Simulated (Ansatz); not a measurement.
# Al27H: the cost of one run

Method: DFT LDA, scalar-relativistic, plane waves, PAW, in Ansatz 0.2.0.

### Step 1. The starting structure

Symmetry: F-43m, No. 216, cubic system. Conventional cell: a = 11.948 Å, b = 11.948 Å, c = 11.948 Å, α = 90.00°, β = 90.00°, γ = 90.00°. Al (site symmetry 3m) is surrounded by 1 H at 1.72 Å. Al (site symmetry 2mm) has 12 Al at 2.82 Å as nearest neighbours. Around Al (site symmetry m) lie 12 Al at 2.82 Å. Around Al (site symmetry -43m) lie 12 Al at 2.82 Å. Around Al (site symmetry 3m) lie 12 Al at 2.82 Å. Around H (site symmetry -43m) lie 4 Al at 1.72 Å.

Structure file:

```cif
data_structure
_symmetry_space_group_name_H-M 'F-43m'
_symmetry_Int_Tables_number 216
_cell_length_a 11.9482
_cell_length_b 11.9482
_cell_length_c 11.9482
_cell_angle_alpha 90.000
_cell_angle_beta 90.000
_cell_angle_gamma 90.000
_cell_volume 1705.73
loop_
_atom_site_label
_atom_site_type_symbol
_atom_site_symmetry_multiplicity
_atom_site_Wyckoff_symbol
_atom_site_fract_x
_atom_site_fract_y
_atom_site_fract_z
_atom_site_occupancy
Al1 Al 16 e 0.41667 0.08333 0.41667 1
Al2 Al 24 g 0.75000 0.08333 0.75000 1
Al3 Al 48 h 0.25000 0.41667 0.58333 1
Al4 Al 4 d 0.75000 0.25000 0.25000 1
Al5 Al 16 e 0.08333 0.08333 0.41667 1
H1 H 4 a 0.50000 0.50000 0.00000 1
```

### Step 2. Relaxing the atoms: Al27H defect cell, no spin

It takes the final geometry of an earlier run: H added.

The input, input.yaml:

```yaml
crystal:
  lattice:
    - [0.0, 5.9741154259, 5.9741154259]
    - [5.9741154259, 0.0, 5.9741154259]
    - [5.9741154259, 5.9741154259, 0.0]
  atoms:
    - { symbol: Al, position: [0.0, 0.0, 0.0] }
    - { symbol: Al, position: [0.0, 0.0, 0.3333333333] }
    - { symbol: Al, position: [0.0, 0.0, 0.6666666667] }
    - { symbol: Al, position: [0.0, 0.3333333333, 0.0] }
    - { symbol: Al, position: [0.0, 0.3333333333, 0.3333333333] }
    - { symbol: Al, position: [0.0, 0.3333333333, 0.6666666667] }
    - { symbol: Al, position: [0.0, 0.6666666667, 0.0] }
    - { symbol: Al, position: [0.0, 0.6666666667, 0.3333333333] }
    - { symbol: Al, position: [0.0, 0.6666666667, 0.6666666667] }
    - { symbol: Al, position: [0.3333333333, 0.0, 0.0] }
    - { symbol: Al, position: [0.3333333333, 0.0, 0.3333333333] }
    - { symbol: Al, position: [0.3333333333, 0.0, 0.6666666667] }
    - { symbol: Al, position: [0.3333333333, 0.3333333333, 0.0] }
    - { symbol: Al, position: [0.3333333333, 0.3333333333, 0.3333333333] }
    - { symbol: Al, position: [0.3333333333, 0.3333333333, 0.6666666667] }
    - { symbol: Al, position: [0.3333333333, 0.6666666667, 0.0] }
    - { symbol: Al, position: [0.3333333333, 0.6666666667, 0.3333333333] }
    - { symbol: Al, position: [0.3333333333, 0.6666666667, 0.6666666667] }
    - { symbol: Al, position: [0.6666666667, 0.0, 0.0] }
    - { symbol: Al, position: [0.6666666667, 0.0, 0.3333333333] }
    - { symbol: Al, position: [0.6666666667, 0.0, 0.6666666667] }
    - { symbol: Al, position: [0.6666666667, 0.3333333333, 0.0] }
    - { symbol: Al, position: [0.6666666667, 0.3333333333, 0.3333333333] }
    - { symbol: Al, position: [0.6666666667, 0.3333333333, 0.6666666667] }
    - { symbol: Al, position: [0.6666666667, 0.6666666667, 0.0] }
    - { symbol: Al, position: [0.6666666667, 0.6666666667, 0.3333333333] }
    - { symbol: Al, position: [0.6666666667, 0.6666666667, 0.6666666667] }
    - { symbol: H, position: [0.0833333333, 0.0833333333, 0.0833333333] }
scf:
  occupations: { method: methfessel_paxton, width: 0.1 }
output:
  forces: true
  stress: false
  eigenvalues: true
hamiltonian:
  xc: lda
kpoints:
  mp_grid: { grid: [4, 4, 4] }
relax:
  f_tol: 0.02
  adjacent_minimum: "off"
```

Started as:

```sh
$ ansatz run input.yaml --threads 4 --pin off --max-ram 14336MiB --backend cpu --events-out ev --progress --plain --runs-dir out
```

What time and memory should one allow on 4 threads of Intel Xeon Platinum 8259CL at 2.50GHz (Skylake/Cascade Lake), shared host?

About 16 s, with a peak of 0.98 GiB.
